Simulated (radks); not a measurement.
**P⁺ in [He] 2s2 2p5 3s2 3p3: an all-electron calculation**

An exercise on one series of results from a longer session: the logs are not shown, and one member is left open.

Method: Dirac Kohn-Sham, AM05, spin-unpolarised, spherical densities, finite nucleus; open shells fill j = l - 1/2 first. Code: radks (a radial shooting solver on a logarithmic mesh, Libxc functionals) version 1.

## Starting point

- element: phosphorus (Z = 15)
- charge: +1
- electrons: 14
- configuration: [He] 2s2 2p5 3s2 3p3
- nuclear rms radius: 3.1889 fm

The first run:

The run's settings:

```text
Z 15
configuration [He] 2s2 2p5 3s2 3p3 4s0 3d0
relativity Dirac
functional am05,am05
spin unpolarised
j_filling energy
nucleus finite rms 3.1889 fm
c 137.035999084
```

Run with:

```bash
$ python run_ks.py task.json out
```

All runs below come from this command, one after another.

One table of the session follows, with a row left open; its other results are not shown here.

It belongs to the step «Radial structure». Sizes of the orbitals, from the radial functions (bohr):

```
level     <r>  outermost maximum (interpolated)  90 % within  nodes
1s1/2  0.1038                            0.0678        0.185      0
2s1/2  0.5083                             0.414        0.795      1
2p1/2  0.4659                             0.345        0.774      0
2p3/2  0.4680                             0.347        0.777      0
3s1/2   1.699                              1.45         2.55      2
3p1/2   1.929                              1.59         2.98      1
3p3/2   1.936                              1.60         2.98      1
3d3/2   3.240                              2.26         5.49      0
3d5/2       ?                                 ?            ?      ?
```

Q: Estimate the row for 3d5/2 from the others.

**Answer.** <r>: 3.242; outermost maximum (interpolated): 2.26; 90 % within: 5.49; nodes: 0. In the column «<r>» it is the highest.
